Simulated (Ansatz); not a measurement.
Relaxation of a periodic cell of 17 atoms, Ta₁₆F (host Ta, host structure bcc, interstitial F), to a largest force component of 0.03 eV/Å in at most 60 steps.

The calculation used Ansatz, DFT PBE, scalar-relativistic, plane waves, PAW. Settings: cutoff 420 eV, k mesh 3x3x3, gaussian smearing 0.1 eV, no spin polarisation.

```xyz
17
Lattice="6.6200 0.0000 0.0000 0.0000 6.6200 0.0000 0.0000 0.0000 6.6200" Properties=species:S:1:pos:R:3:forces:R:3
Ta 0.000 0.000 0.000 4.43 0.33 -7.37
Ta 3.310 0.000 0.000 -1.00 0.01 -1.04
Ta 0.000 3.310 0.000 0.11 -0.02 0.01
Ta 0.000 0.000 3.310 2.22 0.18 4.20
Ta 1.655 1.655 1.655 0.60 0.79 0.00
Ta 3.310 3.310 0.000 -0.36 -0.02 -0.39
Ta 3.310 0.000 3.310 -0.74 0.00 0.93
Ta 4.965 1.655 1.655 -2.62 5.78 0.31
Ta 0.000 3.310 3.310 0.06 0.00 -0.08
Ta 1.655 4.965 1.655 0.80 -0.88 0.01
Ta 1.655 1.655 4.965 0.41 0.38 -0.03
Ta 3.310 3.310 3.310 -0.45 -0.03 0.43
Ta 4.965 4.965 1.655 -4.43 -8.76 0.49
Ta 4.965 1.655 4.965 -0.09 -0.07 -0.01
Ta 1.655 4.965 4.965 0.36 -0.35 -0.03
Ta 4.965 4.965 4.965 -0.14 0.00 -0.03
F 5.744 -0.054 1.582 0.84 2.67 2.61
```

Q: Where does it end, and by what steps?

A: The forces met the threshold. Limits of this set-up: coarse k mesh, odd electron count without spin, a small cell, in which the defect meets its images. After 7 steps the energy has fallen by 3.753 eV; F17 moved furthest, 0.72 Å. The start is strongly strained (largest force component 9 eV/Å). Joined: Ta7–F17 (2.99 → 2.43 Å).

| step | energy less start (eV) | largest force component (eV/Å) | accepted |
| --- | --- | --- | --- |
| 0 | 0.0000 | 8.758 | yes |
| 1 | -2.8231 | 2.449 | yes |
| 2 | -3.4176 | 0.526 | yes |
| 3 | -3.5109 | 0.624 | yes |
| 4 | -3.6809 | 0.517 | yes |
| 5 | -3.7207 | 0.337 | yes |
| 6 | -3.7518 | 0.071 | yes |
| 7 | -3.7529 | 0.016 | yes |

```xyz
17
Lattice="6.6200 0.0000 0.0000 0.0000 6.6200 0.0000 0.0000 0.0000 6.6200" Properties=species:S:1:pos:R:3
Ta 0.101 -0.003 -0.060
Ta 3.298 -0.003 -0.061
Ta 0.088 3.307 -0.047
Ta 0.100 -0.003 3.360
Ta 1.701 1.640 1.650
Ta 3.311 3.307 -0.048
Ta 3.299 -0.003 3.362
Ta 5.008 1.984 1.649
Ta 0.087 3.307 3.347
Ta 1.701 4.974 1.650
Ta 1.700 1.627 4.960
Ta 3.312 3.307 3.348
Ta 5.008 4.629 1.649
Ta 5.010 1.640 4.961
Ta 1.700 4.986 4.960
Ta 5.010 4.974 4.961
F 5.028 -0.003 1.660
```

The run took 51 s on 4 threads of Intel(R) Xeon(R) 6975P-C (Granite Rapids) (shared host), peak memory 1.2 GiB.
